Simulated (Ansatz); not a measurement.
ScSi2, space group P6/mmm, a phonon calculation by finite displacements

With Ansatz 0.2.0 through its Python package.

At the Python prompt:
```pycon
>>> from pathlib import Path
>>> import warnings
>>> import ansatz
>>> import numpy as np
>>> config = {
...     "functional": "PBE",
...     "cutoff_ev": 550,
...     "mesh": (9, 9, 7),
... }
>>> warnings.simplefilter("ignore", ansatz.DeckWarning)
>>> vectors = np.array([
...     [3.66, 0.0, 0.0],
...     [-1.83, 3.16965, 0.0],
...     [0.0, 0.0, 3.87],
... ])
>>> crystal = (
...     ansatz.Lattice.of(vectors)
...     .atom("Sc", (0.0, 0.0, 0.0))
...     .atom("Si", (1 / 3, 2 / 3, 0.5))
...     .atom("Si", (2 / 3, 1 / 3, 0.5))
... )
>>> [site.symbol for site in crystal.resolved().sites]
['Sc', 'Si', 'Si']
>>> # the cell itself: zone-centre modes alone
>>> calc = crystal.calculation()
>>> calc = calc.functional(config["functional"]).basis(config["cutoff_ev"])
>>> calc = calc.occupations(ansatz.OccupationsMethod.FERMI_DIRAC, width=100 * ansatz.meV).kpoints(*config["mesh"])
>>> calc = calc.phonons("fd", supercell=1)
>>> outcome = calc.run(threads=1, backend="cpu", runs_dir="runs")
RunWarning: on the 19×19×16 q-mesh 342 entries of the irreducible table, 9.668e-1 modes per cell, the lowest at -185.06 cm⁻¹, stand at or below zero and are read as no rigid motion or as one in doubt: the zero-point energy, F, S and C_V leave that weight out. The structure may be unstable at those wave vectors; or the [...]
>>> folder = Path(outcome.output_folder) / "results"
>>> ph = outcome.phonons
>>> print("modes at Gamma (1/cm):", np.round(ph.gamma_omega_inv_cm, 1) + 0.0)
modes at Gamma (1/cm): [-185.1    0.     0.     0.   223.9  223.9  323.5  703.4  703.4]
>>> print(f"{ph.n_members} displaced supercells, sum-rule residual {ph.asr_residual_pre_ev_ang2:.1e} eV/A^2")
4 displaced supercells, sum-rule residual 3.9e-04 eV/A^2
>>> optical = np.sort(ph.gamma_omega_inv_cm)
>>> print("imaginary modes at Gamma:", int((optical < -10).sum()), "- highest mode", round(float(optical[-1]), 1), "1/cm")
imaginary modes at Gamma: 1 - highest mode 703.4 1/cm
```

The cell isn't relaxed first, so the values belong to this volume. The mesh is modest for a metal, so energies can be off by several to tens of meV an atom and pressures by half a GPa or more; differences at equal mesh fare better. Some modes are imaginary (printed negative) at these settings, from an unstable structure or from unconverged force constants, so sums over modes carry no meaning. The starting cell is as deposited in a crystallographic database; the results hold for this polymorph, which needn't be the stable one. Warnings are shown shortened and without file and line. The structure is taken as given and the supercell is small; imaginary modes can come from an unrelaxed or unstable start. Phonons of metals also depend on mesh and smearing. The script silences the warnings on its input, which a real study should read. The whole script took 25 s on 1 thread of Intel(R) Xeon(R) Platinum 8375C CPU @ 2.90GHz (Ice Lake), with other jobs on the host, peak memory 0.6 GiB.
